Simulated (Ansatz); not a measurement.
ScCu2, space group I4/mmm, an equation of state with a fit

With Ansatz 0.2.0, Python API.

Run as a notebook:

In [1]:
```python
import ansatz as az
import numpy as np
from scipy.optimize import curve_fit
```

In [2]:
```python
vectors0 = np.array([
    [-1.63793, 1.63793, 4.16291],
    [1.63793, -1.63793, 4.16291],
    [1.63793, 1.63793, -4.16291],
])
sites = [
    ("Sc", (0.0, 0.0, 0.0)),
    ("Cu", (0.67384, 0.67384, 0.0)),
    ("Cu", (0.32616, 0.32616, 0.0)),
]


def crystal_on(cell):
    crystal = az.Crystal(lattice=az.Lattice.of(cell))
    for symbol, position in sites:
        crystal = crystal.atom(symbol, position)
    return crystal

def vinet(v, e0, v0, b0, b1):
    eta = (v / v0) ** (1 / 3)
    return e0 + 2 * b0 * v0 / (b1 - 1) ** 2 * (2 - (5 + 3 * b1 * (eta - 1) - 3 * eta) * np.exp(-1.5 * (b1 - 1) * (eta - 1)))
```

In [3]:
```python
# scale the volume, keep shape and fractions
volumes, energies, pressures = [], [], []
for scale in np.linspace(0.88, 1.12, 7):
    cell = vectors0 * scale ** (1 / 3)
    job = (
        crystal_on(cell).calculation()
        .functional("PBEsol")
        .occupations("Methfessel-Paxton", width=0.1)
        .basis(500)
        .kpoints(12, 12, 12)
        .stress()
    )
    rep = job.run().report
    volumes.append(abs(np.linalg.det(cell)) / len(sites))
    energies.append(rep["free_energy_ev"] / len(sites))
    pressures.append(np.trace(rep["stress_gpa"]) / 3)
    print(f"V = {volumes[-1]:8.4f} A^3/atom  F = {energies[-1]:.5f} eV/atom  P = {pressures[-1]:8.3f} GPa")
```
```text
V =  13.1042 A^3/atom  F = -5096.50203 eV/atom  P =   14.859 GPa
V =  13.6998 A^3/atom  F = -5096.54329 eV/atom  P =    7.613 GPa
V =  14.2954 A^3/atom  F = -5096.56045 eV/atom  P =    1.833 GPa
V =  14.8911 A^3/atom  F = -5096.55836 eV/atom  P =   -2.785 GPa
V =  15.4867 A^3/atom  F = -5096.54089 eV/atom  P =   -6.476 GPa
V =  16.0824 A^3/atom  F = -5096.51112 eV/atom  P =   -9.426 GPa
V =  16.6780 A^3/atom  F = -5096.47155 eV/atom  P =  -11.776 GPa
```

In [4]:
```python
guess = (min(energies), volumes[int(np.argmin(energies))], 0.5, 4.5)
(e0, v0, b0, b1), _ = curve_fit(vinet, np.array(volumes), np.array(energies), p0=guess, maxfev=20000)
print(f"Vinet fit: V0 = {v0:.4f} A^3/atom, B0 = {160.21766 * b0:.1f} GPa, B1 = {b1:.2f}")
print("largest residual", round(1000 * float(np.abs(vinet(np.array(volumes), e0, v0, b0, b1) - energies).max()), 3), "meV/atom")
```
```text
Vinet fit: V0 = 14.5167 A^3/atom, B0 = 115.8 GPa, B1 = 4.43
largest residual 0.022 meV/atom
```

A third-order Birch-Murnaghan fit through the 7 points (the script's own form differs a little) has its minimum at 14.52 Å³ an atom, 2.5 % below the typed cell, with a bulk modulus of 116 GPa and dB/dP = 4.5. From that minimum the energy rises by 59.7 meV an atom on the compressed side and 90.1 meV on the expanded side.

What to keep in mind:
- Total energies depend on the potentials; only differences at equal settings carry meaning.
- No spin polarisation was allowed.
- Shape and fractional positions are held along the curve, so the bulk modulus is an upper value where they are free to relax, by a factor of two or more in layered or hydrogen-bonded cells.
- Pressure is positive in compression.
- This cell is a computed structure, which may not be the phase found in nature.
- Timing: 84 s on 1 thread of Intel(R) Xeon(R) Platinum 8488C (Sapphire Rapids), with other jobs on the host, peak memory 0.64 GiB.
